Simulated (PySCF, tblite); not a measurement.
# ClH₅OSi₂, a small molecule taken as a stand-in for a surface group (Si site with back bonds [SiH3], O, Cl): NMR shifts, core binding energies and electronic excitations

Wanted: the NMR shifts, core binding energies and electronic excitations for `O[SiH]([SiH3])Cl`.

Computed with tblite 0.8.0 and PySCF 2.14.0; each step states its level. No surroundings beyond the atoms listed, unless a continuum is named. Atoms count from 0, parts from 1.

## 1. The system as given

9 atoms, charge 0, multiplicity 1; geometry: distance geometry start.

## 2. Geometry optimisation with GFN2-xTB

What the job is given:

```
{"job": {"kind": "relax", "xc": "GFN2-xTB", "basis": "xTB"}, "charge": 0, "multiplicity": 1}
Si     0.734906     0.323305     0.234435
Si    -1.419964    -0.059213    -0.143683
O      1.566895    -1.189454     0.262121
Cl     1.577196     1.661893    -1.154306
H      0.825280     0.890805     1.595433
H     -1.835216    -1.119735     0.800280
H     -1.695252    -0.539604    -1.502047
H     -2.194527     1.140104     0.162058
H      2.406687    -1.076471    -0.274702
```

With the program's defaults for keys left out, this is: GFN2-xTB geometry optimisation, gas phase.

Run with:

```console
$ OMP_NUM_THREADS=1 python cluster_run.py task.json out
```

One launch serves the whole session: the jobs run in the order shown.

**Question.** The jobs that follow are: PBE0-D3(BJ)/def2-SVP geometry optimisation, gas phase; GIAO PBE0/pcSseg-2 NMR shielding, non-relativistic, gas phase; delta-SCF UKS SCAN, pcX-2 on the ionised atom, pcseg-1 elsewhere, spin-free X2C; TDDFT CAM-B3LYP/def2-SVPD, vertical, gas phase, core orbitals frozen in the response. Predict: point group; rotational constants (main isotopes); 1H shifts against TMS (PBE0/pcSseg-2); 29Si shifts against TMS (PBE0/pcSseg-2); 17O shifts against H2O (PBE0/pcSseg-2); 35Cl shifts against HCl (PBE0/pcSseg-2); surface potential, 1st and 99th percentile; Si2p binding energies, SCAN/pcX-2; O1s binding energies, SCAN/pcX-2; Cl2p binding energies, SCAN/pcX-2; lowest singlet (CAM-B3LYP/def2-SVPD); brightest single state of those computed; lowest triplet; vertical ionisation energy (ΔSCF).

**Answer**, as computed:

| quantity | value |
| --- | --- |
| point group | C1 |
| rotational constants (main isotopes) | 4.20, 2.16, 1.57 GHz |
| 1H shifts against TMS (PBE0/pcSseg-2) | 6.09, 3.63, 3.62, 3.45, 1.96 ppm |
| 29Si shifts against TMS (PBE0/pcSseg-2) | 7.1, -107.2 ppm |
| 17O shifts against H2O (PBE0/pcSseg-2) | 62.8 ppm |
| 35Cl shifts against HCl (PBE0/pcSseg-2) | 78 ppm |
| surface potential, 1st and 99th percentile | -1.01 V and 2.58 V |
| Si2p binding energies, SCAN/pcX-2 | Si0 108.24, Si1 107.07 eV |
| O1s binding energies, SCAN/pcX-2 | O2 538.98 eV |
| Cl2p binding energies, SCAN/pcX-2 | Cl3 206.40 eV |
| lowest singlet (CAM-B3LYP/def2-SVPD) | 6.75 eV (184 nm), f = 0.012 |
| brightest single state of those computed | state 5, 8.05 eV, f = 0.286 |
| lowest triplet | 6.12 eV |
| vertical ionisation energy (ΔSCF) | 10.40 eV |

**Reading.** Relaxing lowered the energy by 0.197 eV in 4 steps; the close pair that moved most is Si0–O2, from 1.589 to 1.658 Å (PBE0/def2-SVP). At PBE0/pcSseg-2: Shielding is most anisotropic at Cl3 (span 318 ppm, paramagnetic term -285 ppm). By nearest atom (PBE0/pcSseg-2), the HOMO sits on Cl3 27 %; Si0, Si1 about 20 % each and the LUMO on H8 21 %; Si0 18 %. The Si2p levels kept as sound span 1.17 eV, from Si1 (silicon bonded to Si, 3 H) up to Si0 (silicon bonded to Cl, O, Si, H). The first singlet state (HOMO→LUMO 0.86) lies at 6.75 eV and is weak; of the 6 states computed, the strongest absorption comes from state 5 at 8.05 eV (the last state computed is bright too, and its partners may lie past the list). The lowest triplet lies 0.63 eV below the lowest singlet (triplets in Tamm-Dancoff, singlets in full TDDFT). ΔSCF puts the ionisation energy at 10.40 eV, 0.86 eV above −ε(HOMO).
